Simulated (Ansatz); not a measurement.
I need vertical and adiabatic energies of changing the electron count of HK. Use the Ansatz DFT code, driven from Python. Settings (for the species named): PBE0, def2-SVP basis, multiplicity 1, D4 dispersion.

```xyz
2

K     0.0000    0.0000    0.0000
H     0.0000    0.0000    2.2650
```

The script, `adiabatic_hk.py`:
```python
import itertools

import ansatz
from ase.data import atomic_numbers, covalent_radii
import numpy as np

BASIS_SET = 'def2-SVP'
FUNCTIONAL = 'pbe0'
VDW = 'd4'
CHARGE = 1

geometry_ang = [
    ('K', [0.0, 0.0, 0.0]),
    ('H', [0.0, 0.0, 2.265]),
]
hk = ansatz.Crystal.molecule()
for symbol, xyz in geometry_ang:
    hk = hk.atom(symbol, xyz)

job = hk.calculation().basis(gaussian=BASIS_SET).functional(FUNCTIONAL, dispersion=VDW)
symbols = [site.symbol for site in hk.cartesian_sites]
start = np.array([site.position_ang for site in hk.cartesian_sites], dtype=float)
rep = job.relax(force_tolerance=0.01, max_steps=100).run(threads=1).report
end = np.array(rep['positions_ang'])

minimum = ansatz.Crystal.molecule()
for symbol, place in zip(symbols, end):
    minimum = minimum.atom(symbol, place.tolist())
ion = (
    minimum.calculation()
    .basis(gaussian=BASIS_SET)
    .functional(FUNCTIONAL, dispersion=VDW)
    .charge(CHARGE)
    .spin('collinear', total=1)
)
vertical = ion.run(threads=1).report
settled = ion.relax(force_tolerance=0.01, max_steps=80).run(threads=1).report
print(f'vertical ionisation energy   {vertical["free_energy_ev"] - rep["free_energy_ev"]:.3f} eV')
print(f'adiabatic, no zero point     {settled["free_energy_ev"] - rep["free_energy_ev"]:.3f} eV')
print(f'relaxation energy of the ion {vertical["free_energy_ev"] - settled["free_energy_ev"]:.3f} eV')
ionised = np.array(settled['positions_ang'])
radius = [covalent_radii[atomic_numbers[s]] for s in symbols]
span = lambda where, i, j: np.linalg.norm(where[i] - where[j])
bonded = [(i, j) for i, j in itertools.combinations(range(len(symbols)), 2) if min(span(end, i, j), span(ionised, i, j)) < 1.2 * (radius[i] + radius[j])]
print('pair        before    after (A)')
for i, j in bonded:
    print(f'{symbols[i]}{i}-{symbols[j]}{j}'.ljust(10), f'{span(end, i, j):8.4f} {span(ionised, i, j):8.4f}')
```

`python adiabatic_hk.py` gives:
```text
vertical ionisation energy   6.166 eV
adiabatic, no zero point     5.920 eV
relaxation energy of the ion 0.246 eV
pair        before    after (A)
K0-H1        2.2745   3.2169
```

The energies are electronic: no zero-point or thermal terms, and the basis set is short of its limit. The product may relax into another structure. The relaxation finds the nearest minimum, so the adiabatic value is an upper bound. Finished in 5.8 s on 1 thread of Intel(R) Xeon(R) 6975P-C (Granite Rapids) (shared host), peak memory 0.19 GiB.
